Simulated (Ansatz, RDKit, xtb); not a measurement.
# C5H3F3O: ranking a sample of isomers

Which of a sample of isomers of C5H3F3O is the most stable in the gas at 298.15 K, and what are its properties? The sample is small against all isomers, and the most stable one of this formula need not be in it.

The funnel: GFN2-xTB relaxations, single points with a density functional, relaxations at B3LYP/def2-SVP, harmonic vibrations (at GFN2-xTB), and a last energy at a higher level. All values are calculated.

### 1 Drawing up candidates

Isomers were taken from a list of plausible structures; this is a sample, not all of them. That gives 3 candidates.

```csv
label,SMILES,spin
c098,O=CCC#CC(F)(F)F,singlet
c114,O=CC#CCC(F)(F)F,singlet
c257,C#C[C@@H](C=O)C(F)(F)F,singlet
```

Candidates are built by distance geometry, with a force field where one applies, in up to four conformers (letters a to d).

**Question.** With final energies at CCSD(T)/def2-SVP + MP2/def2-TZVPP - MP2/def2-SVP, which structure will this search put lowest in free energy, and by what margin?

| quantity | value |
| --- | --- |
| lowest structure found | O=CC#CCC(F)(F)F, singlet |
| next finalist | C#C[C@@H](C=O)C(F)(F)F, singlet, 4.3 kcal/mol higher in G |
| share at equilibrium, among the finalists | 99.9 % |

The search ends on `O=CC#CCC(F)(F)F`. The margin of 4.3 kcal/mol over the next finalist is beyond the usual error of the last level; it says nothing of structures that weren't ranked. GFN2-xTB, HF/STO-3G, r2SCAN-D4/def2-SVP, B3LYP/def2-SVP, HF/def2-SVP and MP2/def2-SVP already put its bonding pattern lowest among the structures in one piece. One minimum inside the window was never screened. Lowest found is not proven lowest: the search is finite, and each finalist counts with one conformer. Only 3 drawn patterns were tried, so whole families of isomers are missing, and the result ranks this sample alone. The lowest isomer need not be the one that is made and kept in a bottle, which depends on barriers.
